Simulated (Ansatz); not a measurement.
Crystal: LuVO4.

```
Lu V O
1.0
    -3.51150    3.51150    3.11525
     3.51150   -3.51150    3.11525
     3.51150    3.51150   -3.11525
Lu V O
2 2 8
Direct
  0.00000 0.00000 0.00000
  0.75000 0.25000 0.50000
  0.25000 0.75000 0.50000
  0.50000 0.50000 0.00000
  0.67110 0.85730 0.18620
  0.60730 0.92110 0.68620
  0.67110 0.48490 0.81380
  0.23490 0.92110 0.31380
  0.07890 0.76510 0.68620
  0.14270 0.32890 0.81380
  0.07890 0.39270 0.31380
  0.51510 0.32890 0.18620
```

* Program: Ansatz 0.2.0
* Task: single point
* Functional: PBEsol
* Potentials or basis: Ansatz PAW
* Cutoff: 420 eV (not typed: the program's choice for these potentials)
* k mesh: 6 × 6 × 6
* Occupations: fermi-dirac, width 0.05 eV
* Spin: collinear spin, ferromagnetic start
* Starting moments: [0.0, 0.0, 2.0, 2.0, 0.0, 0.0, 0.0, 0.0, 0.0, 0.0, 0.0, 0.0] μB

On this cell: pressure 0.7 GPa; largest force 1.075 eV/Å; net moment 0.00 μB per cell; band gap on the k mesh 3.04 eV, direct.

The same run follows on a disturbed copy (atoms moved at random, drawn with an rms of 0.05 Å):

```
Lu V O
1.0
    -3.51150    3.51150    3.11525
     3.51150   -3.51150    3.11525
     3.51150    3.51150   -3.11525
Lu V O
2 2 8
Cartesian
  -0.0360 -0.0196 -0.0169
  0.0118 3.4758 1.5314
  3.4481 -0.0267 1.5276
  -0.0230 0.0414 3.1172
  1.3044 -0.0097 4.2211
  3.4780 1.2919 2.6446
  2.2032 3.5008 1.0434
  3.5251 -1.2635 2.6307
  4.8298 -0.0260 0.5095
  3.5164 2.1846 -1.0943
  2.2192 0.0181 0.4814
  -0.0213 1.2793 2.0535
```

Problem. What does the disturbed cell give?

Solution. The energy moves by +32.9 meV/atom; pressure 2.0 GPa; largest force 4.109 eV/Å; net moment 0.00 μB per cell; band gap on the k mesh 2.95 eV, direct.

Forces on the atoms (eV/Å):
```
Lu   0.150 -0.320  0.118
Lu  -0.223  0.730 -0.088
V    3.222  1.986  1.597
V    1.822 -3.526 -0.023
O   -0.119  0.164  0.058
O   -0.093  0.225 -0.012
O   -1.539  0.143  1.414
O   -0.293 -2.261  1.360
O   -0.026 -0.008 -0.673
O    0.025  0.638  0.313
O   -2.958 -0.191 -2.236
O    0.031  2.419 -1.827
```

Stress tensor (GPa, compression positive):
```
 2.93  0.11  0.87
 0.11  0.97 -4.45
 0.87 -4.45  2.02
```

Caveats: spin-orbit coupling is left out, which moves the levels of the heavy elements; the PAW data sets come from PBE, with cores solved anew for the run's functional, which leaves a small shift of forces and pressure; the starting moments weren't kept; forces of over 1 eV/Å show positions far from the minimum, so gaps and moduli don't describe the material at rest (some runs).

A k mesh can miss the band edges.
